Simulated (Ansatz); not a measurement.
# W: the cost of one run

Computed with Ansatz 0.2.0 (DFT PBEsol, scalar-relativistic, plane waves, PAW, unless a step's input says otherwise).

26 further runs of the same task are left out: 26 set aside as unsound or not needed.

## Step 1: The starting structure

Symmetry: Fm-3m, No. 225, cubic system. Conventional cell: a = 3.998 Å, b = 3.998 Å, c = 3.998 Å, α = 90.00°, β = 90.00°, γ = 90.00°. W (site symmetry m-3m) is surrounded by 12 W at 2.83 Å.

Structure file:

```cif
data_structure
_symmetry_space_group_name_H-M 'P 1'
_symmetry_Int_Tables_number 1
_cell_length_a 2.8272
_cell_length_b 2.8272
_cell_length_c 2.8272
_cell_angle_alpha 60.000
_cell_angle_beta 60.000
_cell_angle_gamma 60.000
_cell_volume 15.98
loop_
_atom_site_label
_atom_site_type_symbol
_atom_site_fract_x
_atom_site_fract_y
_atom_site_fract_z
_atom_site_occupancy
W1 W 0.00000 0.00000 0.00000 1
```

It is the result of an earlier relaxation at this level (volume 15.98 Å³/atom; gap on the mesh: none (metal)).

## Step 2: Plan of the line

The energy is mapped over volume and the cell's shape.

The axes are (1) volume per atom: 7 values from 14.70 to 17.26 Å³; (2) c/a of the conventional cell: 9 values from 0.629 to 1.167.

Nothing else is relaxed (symmetry fixes all fractional coordinates). Energies count from the relaxed crystal. Points are written as (first, second).

## Step 3: Point (14.70 Å³, 0.793)

File input.yaml:

```yaml
crystal:
  lattice:
    - [0.0, 2.1004453776, 1.6660732735]
    - [2.1004453776, 0.0, 1.6660732735]
    - [2.1004453776, 2.1004453776, 0.0]
  atoms:
    - { symbol: W, position: [0.0, 0.0, 0.0] }
basis:
  ecutwfc: 420
kpoints:
  mp_grid: { grid: [22, 22, 22] }
hamiltonian:
  xc: pbesol
  pseudopotentials: { kind: paw, azcp: { folder: soft_1 } }
scf:
  occupations: { method: gaussian, width: 0.15 }
output:
  forces: true
  stress: true
  eigenvalues: true
```

Run with:

```sh
$ ansatz run input.yaml --threads 1 --pin off --max-ram 2048MiB --backend cpu --events-out ev --progress --plain --runs-dir out
```

Q: Estimate wall time and peak memory on 1 thread of Intel Xeon Platinum 8488C (Sapphire Rapids), shared host.

About 6.4 s, with a peak of 0.47 GiB.
